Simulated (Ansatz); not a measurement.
# TiHCl3O (SMILES Cl[Ti](Cl)(Cl)O): levels of theory compared

Wanted: a comparison of 6 runs (HF/STO-3G, HF/3-21G, HF/def2-SVP, HF/6-31G**, HF/def2-TZVP, B3LYP/6-31G*) of TiHCl3O. 

The results are computed with Ansatz 0.2.0.

5 further runs of the same task are left out: 1 for a known fault of the program, 2 that didn't finish, 2 set aside as unsound or not needed. Runs told in other sessions of the task aren't counted.

## (1) The structure to begin with

The species is TiHCl3O (6 atoms), meant as a singlet with charge 0. SMILES: `Cl[Ti](Cl)(Cl)O`. The shape is that of a PBE0-D4/def2-TZVP optimisation.

Bond lengths: Cl1–Ti2 2.179 Å, Ti2–Cl3 2.179 Å, Ti2–Cl4 2.180 Å, Ti2–O5 1.745 Å, O5–H6 0.958 Å. Angles: Cl1–Ti2–Cl3 108.5°, Cl1–Ti2–Cl4 110.3°, Cl1–Ti2–O5 109.1°, Cl3–Ti2–Cl4 110.3°, Cl3–Ti2–O5 109.1°, Cl4–Ti2–O5 109.5°, Ti2–O5–H6 146.9°.

## (2) Energy and gradient at HF/STO-3G (run 1)

in.yaml

```yaml
crystal:
  periodic: [false, false, false]
  atoms:
    - {symbol: Cl, position_ang: [-1.629250, -0.831330, 1.360800]}
    - {symbol: Ti, position_ang: [-0.080580, -0.347470, -0.093680]}
    - {symbol: Cl, position_ang: [1.757320, -1.362960, 0.488070]}
    - {symbol: Cl, position_ang: [-0.693400, -0.978720, -2.087950]}
    - {symbol: O, position_ang: [0.191890, 1.375840, -0.087440]}
    - {symbol: H, position_ang: [0.454040, 2.144630, 0.420190]}
basis:
  gaussian:
    orbitals: STO-3G
magnetization:
  spin_polarized: false
  initial_magnetization: 0
output: {forces: true, orbitals: {seedname: orbitals}}
accuracy: high
hamiltonian:
  xc: hf
```

Run with:

```bash
$ ansatz run in.yaml --threads 1 --pin off --max-ram 3480MiB --events-out events.jsonl --progress --plain --runs-dir runs
```

Log:

```text
Warning: RAYON_NUM_THREADS=1 ignored (pool sized by the plan → 1); use --threads N
Functional definition: HF
  name "HF"
  exchange = exact_x
  correlation = 0
1134 factors; integrals over basis functions are off by at most 3.3e-9 eV
mean field evaluation 1: about -61991.9158 eV, gradient 4.1e1 eV
mean field evaluation 2: about -61991.9797 eV, gradient 4.1e1 eV
mean field evaluation 4: about -61998.2009 eV, gradient 1.8e0 eV
mean field evaluation 8: about -61998.2113 eV, gradient 5.3e-5 eV
mean field -61998.21130055 eV, -2278.3922413984 hartree, gradient 1.8e-8 eV, S^2 0.000000; 0 other end points of the search recorded, 0 dependent functions left out
the calculation of the forces begins
reference -61998.21130055 eV, -2278.3922413984 hartree; 41, 41 occupied and 10, 10 virtual orbitals, 1134 factors
Total energy: -61998.21130055 eV, -2278.3922413984 hartree
Atom 0 at    -1.629250    -0.831330     1.360800 Å, force    -0.132426    -0.031798     0.104113 eV/Å
Atom 1 at    -0.080580    -0.347470    -0.093680 Å, force     0.445003     2.888751    -0.024070 eV/Å
Atom 2 at     1.757320    -1.362960     0.488070 Å, force     0.151424    -0.077027     0.031819 eV/Å
Atom 3 at    -0.693400    -0.978720    -2.087950 Å, force    -0.039816    -0.001530    -0.152469 eV/Å
Atom 4 at     0.191890     1.375840    -0.087440 Å, force    -0.692458    -3.766763    -0.366318 eV/Å
Atom 5 at     0.454040     2.144630     0.420190 Å, force     0.268273     0.988366     0.406925 eV/Å
Dipole moment:     0.160421     0.744567     0.154484 e Å
```

It took 2.4 s on 1 thread of Arm Neoverse V2, shared host; peak memory 0.15 GiB.

## (3) Energy and forces at HF/3-21G (run 2)

run.yaml

```yaml
crystal:
  periodic: [false, false, false]
  atoms:
    - {symbol: Cl, position_ang: [-1.629250, -0.831330, 1.360800]}
    - {symbol: Ti, position_ang: [-0.080580, -0.347470, -0.093680]}
    - {symbol: Cl, position_ang: [1.757320, -1.362960, 0.488070]}
    - {symbol: Cl, position_ang: [-0.693400, -0.978720, -2.087950]}
    - {symbol: O, position_ang: [0.191890, 1.375840, -0.087440]}
    - {symbol: H, position_ang: [0.454040, 2.144630, 0.420190]}
basis:
  gaussian:
    orbitals: 3-21G-spherical.json
magnetization:
  spin_polarized: false
  initial_magnetization: 0
hamiltonian:
  xc: hf
accuracy: high
output: {forces: true, orbitals: {seedname: orbitals}}
```

The basis set 3-21G is read from a file made from the Basis Set Exchange's data (not shown).

Run with:

```bash
$ ansatz run run.yaml --threads 1 --pin off --max-ram 3480MiB --events-out events.jsonl --progress --plain --runs-dir runs
```

Log:

```text
Warning: RAYON_NUM_THREADS=1 ignored (pool sized by the plan → 1); use --threads N
[... 4 set-up lines as earlier in the session ...]
1676 factors; integrals over basis functions are off by at most 7.2e-9 eV
mean field evaluation 1: about -62343.1353 eV, gradient 5.3e1 eV
mean field evaluation 2: about -62343.3132 eV, gradient 5.3e1 eV
mean field evaluation 4: about -62352.7624 eV, gradient 1.0e1 eV
mean field evaluation 8: about -62352.9838 eV, gradient 8.9e-1 eV
mean field evaluation 16: about -62352.9892 eV, gradient 2.7e-8 eV
mean field -62352.98917802 eV, -2291.4300879183 hartree, gradient 1.5e-8 eV, S^2 0.000000; 0 other end points of the search recorded, 0 dependent functions left out
the calculation of the forces begins
reference -62352.98917802 eV, -2291.4300879183 hartree; 41, 41 occupied and 36, 36 virtual orbitals, 1676 factors
Total energy: -62352.98917802 eV, -2291.4300879183 hartree
Atom 0 at    -1.629250    -0.831330     1.360800 Å, force    -0.512598    -0.152404     0.491530 eV/Å
Atom 1 at    -0.080580    -0.347470    -0.093680 Å, force     0.271552     2.311283    -0.327017 eV/Å
Atom 2 at     1.757320    -1.362960     0.488070 Å, force     0.616450    -0.328701     0.200569 eV/Å
Atom 3 at    -0.693400    -0.978720    -2.087950 Å, force    -0.191884    -0.227794    -0.608129 eV/Å
Atom 4 at     0.191890     1.375840    -0.087440 Å, force    -0.219630    -2.059193     0.370434 eV/Å
Atom 5 at     0.454040     2.144630     0.420190 Å, force     0.036109     0.456810    -0.127387 eV/Å
Dipole moment:     0.190616     0.794694     0.234711 e Å
```

Wall time 3.3 s (1 thread of Arm Neoverse V2, shared host); peak memory 0.24 GiB.

Run 3 isn't shown in full; the table further down has it.

## (4) Energy and gradient at HF/6-31G(d,p) (spherical functions) (run 4)

input.yaml

```yaml
crystal:
  periodic: [false, false, false]
  atoms:
    - {symbol: Cl, position_ang: [-1.629250, -0.831330, 1.360800]}
    - {symbol: Ti, position_ang: [-0.080580, -0.347470, -0.093680]}
    - {symbol: Cl, position_ang: [1.757320, -1.362960, 0.488070]}
    - {symbol: Cl, position_ang: [-0.693400, -0.978720, -2.087950]}
    - {symbol: O, position_ang: [0.191890, 1.375840, -0.087440]}
    - {symbol: H, position_ang: [0.454040, 2.144630, 0.420190]}
basis:
  gaussian:
    orbitals: 6-31G_st__st_-spherical.json
hamiltonian:
  xc: hf
accuracy: high
output:
  forces: true
  orbitals: {seedname: orbitals}
```

The basis set 6-31G** is read from a file made from the Basis Set Exchange's data (not shown).

Run with:

```bash
$ ansatz run input.yaml --threads 1 --pin off --max-ram 3480MiB --events-out events.jsonl --progress --plain --runs-dir runs
```

Log:

```text
Warning: RAYON_NUM_THREADS=1 ignored (pool sized by the plan → 1); use --threads N
[... 4 set-up lines as earlier in the session ...]
2303 factors; integrals over basis functions are off by at most 4.0e-9 eV
mean field evaluation 1: about -62644.3538 eV, gradient 5.5e1 eV
mean field evaluation 2: about -62644.4500 eV, gradient 5.5e1 eV
mean field evaluation 4: about -62652.8206 eV, gradient 6.1e0 eV
mean field evaluation 8: about -62652.9269 eV, gradient 8.7e-1 eV
mean field evaluation 16: about -62652.9317 eV, gradient 2.9e-7 eV
mean field -62652.93170551 eV, -2302.4527724950 hartree, gradient 1.1e-8 eV, S^2 0.000000; 0 other end points of the search recorded, 0 dependent functions left out
the calculation of the forces begins
reference -62652.93170551 eV, -2302.4527724950 hartree; 41, 41 occupied and 66, 66 virtual orbitals, 2303 factors
Total energy: -62652.93170551 eV, -2302.4527724950 hartree
Atom 0 at    -1.629250    -0.831330     1.360800 Å, force    -0.227373    -0.081904     0.206669 eV/Å
Atom 1 at    -0.080580    -0.347470    -0.093680 Å, force     0.228259     1.508070    -0.029211 eV/Å
Atom 2 at     1.757320    -1.362960     0.488070 Å, force     0.263973    -0.158464     0.080375 eV/Å
Atom 3 at    -0.693400    -0.978720    -2.087950 Å, force    -0.086097    -0.107456    -0.268359 eV/Å
Atom 4 at     0.191890     1.375840    -0.087440 Å, force     0.068588    -0.446004     0.495381 eV/Å
Atom 5 at     0.454040     2.144630     0.420190 Å, force    -0.247350    -0.714243    -0.484855 eV/Å
Dipole moment:     0.150099     0.597691     0.200151 e Å
```

It took 11 s on 1 thread of Arm Neoverse V2, shared host; peak memory 0.41 GiB.

Run 5 isn't shown in full; the table further down has it.

## (5) Energy and forces at B3LYP/6-31G(d) (spherical functions) (run 6)

Edit input.yaml of step 4 so:

```diff
@@ -10,9 +10,5 @@
 basis:
-  gaussian:
-    orbitals: 6-31G_st__st_-spherical.json
-hamiltonian:
-  xc: hf
+  gaussian: {orbitals: 6-31G_st_-spherical.json}
+hamiltonian: {xc: {name: B3LYP}}
 accuracy: high
-output:
-  forces: true
-  orbitals: {seedname: orbitals}
+output: {forces: true, orbitals: {seedname: orbitals}}
```

The basis set 6-31G* is read from a file made from the Basis Set Exchange's data (not shown).

Run with:

```bash
$ ansatz run input.yaml --threads 1 --pin off --max-ram 3480MiB --events-out events.jsonl --progress --plain --runs-dir runs
```

Log:

```text
Warning: RAYON_NUM_THREADS=1 ignored (pool sized by the plan → 1); use --threads N
Functional definition: B3LYP
  name "B3LYP"
  parameter a0 = 0.2
  parameter ax = 0.72
  parameter ac = 0.81
  exchange = (1 - a0 - ax)*slater_x + ax*b88_x + a0*exact_x
  correlation = (1 - ac)*vwn_rpa_c + ac*lyp_c
2247 factors; integrals over basis functions are off by at most 3.8e-9 eV
mean field evaluation 1: about -62742.3693 eV, gradient 6.5e1 eV
mean field evaluation 2: about -62413.5873 eV, gradient 4.2e2 eV
mean field evaluation 4: about -62750.1012 eV, gradient 2.4e1 eV
mean field evaluation 8: about -62751.4671 eV, gradient 2.1e-1 eV
mean field evaluation 16: about -62751.5586 eV, gradient 2.4e-4 eV
mean field -62751.55863495 eV, -2306.0772453004 hartree, gradient 5.5e-8 eV, S^2 0.000000; 0 other end points of the search recorded, 0 dependent functions left out
the calculation of the forces begins
reference -62751.55867848 eV, -2306.0772469001 hartree; 41, 41 occupied and 63, 63 virtual orbitals, 2247 factors
Total energy: -62751.55867848 eV, -2306.0772469001 hartree
Atom 0 at    -1.629250    -0.831330     1.360800 Å, force    -0.224015    -0.072834     0.208437 eV/Å
Atom 1 at    -0.080580    -0.347470    -0.093680 Å, force     0.070870     0.452377    -0.002149 eV/Å
Atom 2 at     1.757320    -1.362960     0.488070 Å, force     0.263803    -0.148945     0.082606 eV/Å
Atom 3 at    -0.693400    -0.978720    -2.087950 Å, force    -0.085670    -0.091962    -0.275899 eV/Å
Atom 4 at     0.191890     1.375840    -0.087440 Å, force    -0.171488    -0.544958    -0.311101 eV/Å
Atom 5 at     0.454040     2.144630     0.420190 Å, force     0.146501     0.406322     0.298106 eV/Å
Dipole moment:     0.144916     0.578919     0.191897 e Å
```

It took 22 s on 1 thread of Arm Neoverse V2, shared host; peak memory 0.47 GiB.

## (6) The series

```
run                               level   energy (Eh)  dipole moment (D)  HOMO energy (eV)  LUMO energy (eV)  wall time
  1                           HF/STO-3G  -2278.392241               3.73            -10.84              5.48      2.4 s
  2                            HF/3-21G  -2291.430088               4.08            -12.88             -0.32      3.3 s
  3                         HF/def2-SVP  -2301.974982               2.76            -12.41              0.43      7.2 s
  4    HF/6-31G** (spherical functions)  -2302.452772               3.11            -12.59              0.24       11 s
  5                        HF/def2-TZVP  -2302.668820               2.63            -12.49              0.79       30 s
  6  B3LYP/6-31G* (spherical functions)  -2306.077247               3.01             -8.98             -3.60       22 s
```

## (7) Summary of results

| quantity | value |
| --- | --- |
| run 6: total energy | -2306.07725 Eh |
| run 6: dipole moment | 3.01 D |
| run 6: HOMO energy | -8.98 eV |
| run 6: LUMO energy | -3.60 eV |
| run 6: HOMO–LUMO gap | 5.39 eV |
| run 6: largest force on an atom | 0.651 eV/Å |

What this shows: The dipole moment (its size) runs from 2.63 D (HF/def2-TZVP) to 4.08 D (HF/3-21G). The HOMO–LUMO gap runs from 5.39 eV (B3LYP/6-31G*) to 16.31 eV (HF/STO-3G). The two ends differ in method and basis. In run 1 the basis is minimal, so the values are rough. All runs together took 75 s, the longest 30 s.
